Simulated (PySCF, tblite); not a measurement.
# C5H11B2ClO: geometry, infrared bands and NMR shifts

Aim: predict the infrared bands and NMR shifts of C5H11B2ClO (`CB(C)OB(Cl)C1CC1`).

Computed with tblite 0.8.0 and PySCF 2.14.0, with density-fitted response routines of our own, on a single molecule in the gas phase. Atoms are numbered from 0 throughout.

## Step 1: The molecule as given

20 atoms, charge 0, multiplicity 1; geometry from: force field or distance geometry start.

Bonds of the start (Å): C0–B1 1.58, B1–C2 1.60, B1–O3 1.44, O3–B4 1.44, B4–Cl5 1.86, B4–C6 1.60, C6–C7 1.52, C7–C8 1.51, C8–C6 1.51, C0–H9 1.10, C0–H10 1.09, C0–H11 1.13, C2–H12 1.11, C2–H13 1.12, C2–H14 1.09, C6–H15 1.10, C7–H16 1.12, C7–H17 1.09, C8–H18 1.10, C8–H19 1.12.

## Step 2: Geometry optimisation with GFN2-xTB

Job settings and geometry (Å):

```
{"job": {"kind": "relax", "xc": "GFN2-xTB", "basis": "xTB"}, "charge": 0, "multiplicity": 1}
C     -2.465700     1.130900    -0.096600
B     -1.565300    -0.164500    -0.230100
C     -2.369400    -1.538000    -0.060500
O     -0.200500    -0.211300     0.229800
B      0.610900     0.934300    -0.077600
Cl     0.029500     2.623200     0.426700
C      2.190600     0.731900     0.070500
C      2.614200    -0.589500     0.693300
C      2.884700    -0.313300    -0.763800
H     -2.601400     1.413300     0.962900
H     -2.125700     1.940300    -0.748900
H     -3.496100     0.851300    -0.466000
H     -2.334200    -1.883400     0.989400
H     -3.447800    -1.376200    -0.294200
H     -1.986700    -2.245900    -0.796500
H      2.815600     1.599900     0.335300
H      1.736100    -1.268800     0.841900
H      3.422300    -0.635400     1.419500
H      2.317200    -0.901500    -1.493900
H      3.966600    -0.086600    -0.944300
```

Run with:

```sh
$ OMP_NUM_THREADS=1 python probes_run.py task.json out
```

This one command runs all jobs of the session in turn.

**Question.** This job is followed by: GFN2-xTB harmonic vibrations, gas phase; GIAO PBE0/pcSseg-1 NMR shielding, non-relativistic, gas phase. Predict these results of the whole session: strongest single infrared mode (GFN2-xTB); zero-point energy (GFN2-xTB); ¹³C shifts against TMS (PBE0/pcSseg-1, means over atoms taken as alike); ¹H shifts against TMS (PBE0/pcSseg-1, means over atoms taken as alike); ¹¹B shifts against BF3·OEt2 (PBE0/pcSseg-1); ¹⁷O shifts against H2O (PBE0/pcSseg-1); ³⁵Cl shifts against HCl (PBE0/pcSseg-1).

The runs gave:

```
                                                               quantity                       value
                              strongest single infrared mode (GFN2-xTB)       1550 cm⁻¹, 777 km/mol
                                           zero-point energy (GFN2-xTB)               99.0 kcal/mol
¹³C shifts against TMS (PBE0/pcSseg-1, means over atoms taken as alike)           8.5, 8.0, 5.2 ppm
 ¹H shifts against TMS (PBE0/pcSseg-1, means over atoms taken as alike)  0.77, 0.45, 0.45, 0.44 ppm
                            ¹¹B shifts against BF3·OEt2 (PBE0/pcSseg-1)              48.5, 35.8 ppm
                                 ¹⁷O shifts against H2O (PBE0/pcSseg-1)                   277.1 ppm
                                ³⁵Cl shifts against HCl (PBE0/pcSseg-1)                     169 ppm
```

Relaxing lowered the energy by 1.768 eV in 206 steps; the close pair that moved most is O3–B4, from 1.437 to 1.300 Å. No mode is imaginary among the 54: a minimum at this level. The strongest single mode, at 1550 cm⁻¹, moves mainly O3. Unscaled tight-binding wavenumbers are off by several per cent, some by more. Its intensities can rank the bands wrongly. At PBE0/pcSseg-1: The widest tensor belongs to Cl5: span 382 ppm, with a paramagnetic part of -368 ppm.
